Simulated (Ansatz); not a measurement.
# C2H9GaOSi: vertical ionisation energy

Aim: the vertical ionisation energy of C2H9GaOSi, as cation minus neutral at the neutral's geometry, on several levels, and how well −ε(HOMO) stands in for it.

The runs use Ansatz 0.2.0, Gaussian basis; unrestricted cation, the program's frozen cores in correlated methods.

Levels to be run: UKS PBE-D4/def2-TZVPP; UKS r2SCAN-D4/def2-TZVPP; UKS PBE0-D4/def2-TZVPP; UKS B3LYP-D4/def2-TZVPP; UKS wB97X-V/def2-TZVPP; UKS wB97M-V/def2-TZVPP; UKS B2PLYP/def2-TZVPP; UHF-CCSD(T)/def2-TZVPP; UHF-MP2/def2-QZVPP; extrapolation to the limit; then −ε(HOMO) from the neutral's earlier runs with LDA (SPW92), PBE-D4, revPBE-D4, BLYP-D4, r2SCAN-D4, B97M-V, PBE0-D4, B3LYP-D4, r2SCANh-D4, r2SCAN0-D4, HSE06-D4, BHLYP-D4, CAM-B3LYP-D4, LC-ωPBE, ωB97X-V, ωB97M-V.

## Step 1: Structure used throughout

All runs share one geometry, relaxed beforehand with PBE0-D4/def2-TZVP.

14 atoms, charge 0, spin multiplicity 1.

Atoms are counted from 1 here; the program's logs count them from 0.

Bond lengths: C1–Ga2 1.959 Å, C1–H6 1.091 Å, C1–H7 1.093 Å, C1–H8 1.093 Å, Ga2–C3 1.954 Å, Ga2–O4 1.804 Å, C3–H9 1.092 Å, C3–H10 1.093 Å, C3–H11 1.090 Å, O4–Si5 1.622 Å, Si5–H12 1.490 Å, Si5–H13 1.495 Å, Si5–H14 1.489 Å. Angles: Ga2–C1–H6 112.2°, Ga2–C1–H7 109.9°, Ga2–C1–H8 109.8°, H6–C1–H7 108.8°, H6–C1–H8 108.8°, H7–C1–H8 107.2°, C1–Ga2–C3 133.3°, C1–Ga2–O4 114.8°, C3–Ga2–O4 112.0°, Ga2–C3–H9 109.7°, Ga2–C3–H10 109.4°, Ga2–C3–H11 112.6°, H9–C3–H10 107.3°, H9–C3–H11 109.2°, H10–C3–H11 108.5°, Ga2–O4–Si5 139.8°, O4–Si5–H12 110.5°, O4–Si5–H13 111.9° and more.

## Step 2: Cation, UKS PBE-D4/def2-TZVPP

File in.yaml:

```yaml
crystal:
  periodic: [false, false, false]
  atoms:
    - {symbol: C, position_ang: [-1.053684, 1.593906, 0.577468]}
    - {symbol: Ga, position_ang: [0.245331, 0.128751, 0.629376]}
    - {symbol: C, position_ang: [1.511480, -0.490827, 1.982343]}
    - {symbol: O, position_ang: [0.303156, -0.883317, -0.862436]}
    - {symbol: Si, position_ang: [-0.411122, -0.992068, -2.314884]}
    - {symbol: H, position_ang: [-1.044557, 2.185989, 1.493247]}
    - {symbol: H, position_ang: [-0.839241, 2.250869, -0.268886]}
    - {symbol: H, position_ang: [-2.059332, 1.193086, 0.428303]}
    - {symbol: H, position_ang: [2.488350, -0.655372, 1.523376]}
    - {symbol: H, position_ang: [1.174016, -1.450131, 2.383178]}
    - {symbol: H, position_ang: [1.617192, 0.211909, 2.809314]}
    - {symbol: H, position_ang: [-1.113410, -2.298248, -2.455738]}
    - {symbol: H, position_ang: [-1.419176, 0.091739, -2.522101]}
    - {symbol: H, position_ang: [0.600997, -0.886285, -3.402541]}
basis:
  gaussian: {orbitals: def2-TZVPP}
total_charge: 1
magnetization: {spin_polarized: true, initial_magnetization: 1}
hamiltonian: {xc: pbe, dispersion: d4}
```

Launch:

```console
ansatz run in.yaml --threads 2 --pin off --events-out ev --progress --plain --max-ram 22528MiB --backend cuda --devices 0, --max-vram 18GiB
```

The runs that follow: Cation, UKS r2SCAN-D4/def2-TZVPP; Cation, UKS PBE0-D4/def2-TZVPP; Cation, UKS B3LYP-D4/def2-TZVPP; Cation, UKS wB97X-V/def2-TZVPP; Cation, UKS wB97M-V/def2-TZVPP; Cation, UKS B2PLYP (frozen core)/def2-TZVPP; Cation, UHF-CCSD(T)/def2-TZVPP; Cation, UHF-MP2/def2-QZVPP.

Before running them: what should the planned runs give, taken together? Wanted: ionisation energy, CCSD(T)/CBS; nearest functional by difference; nearest −ε(HOMO); −ε(HOMO) of PBE; T1 of the cation.

The runs gave:

```
                        quantity               value
  ionisation energy, CCSD(T)/CBS            10.06 eV
nearest functional by difference  ωB97X-V (-0.12 eV)
                nearest −ε(HOMO)  ωB97X-V (+0.03 eV)
                 −ε(HOMO) of PBE             6.44 eV
                T1 of the cation               0.037
```

By cation minus neutral, the functionals miss by 0.93 eV at most. The PBE orbital energy is 3.6 eV too small: a semilocal HOMO is no ionisation energy. Among orbital estimates ωB97X-V comes nearest. Hartree-Fock falls 0.78 eV short, as the neutral has more correlation energy than the cation. The cation's T1 (from the report) is 0.037, near the customary mark of 0.045 for open shells, so the coupled-cluster value is less safe. The cation may have settled in a state other than its lowest; no search over hole states beyond the program's own was made. Correlated methods include outer-core shells of Ga, which these sets cover unevenly. With outer-core shells in play the last digit of the reference is unsure.
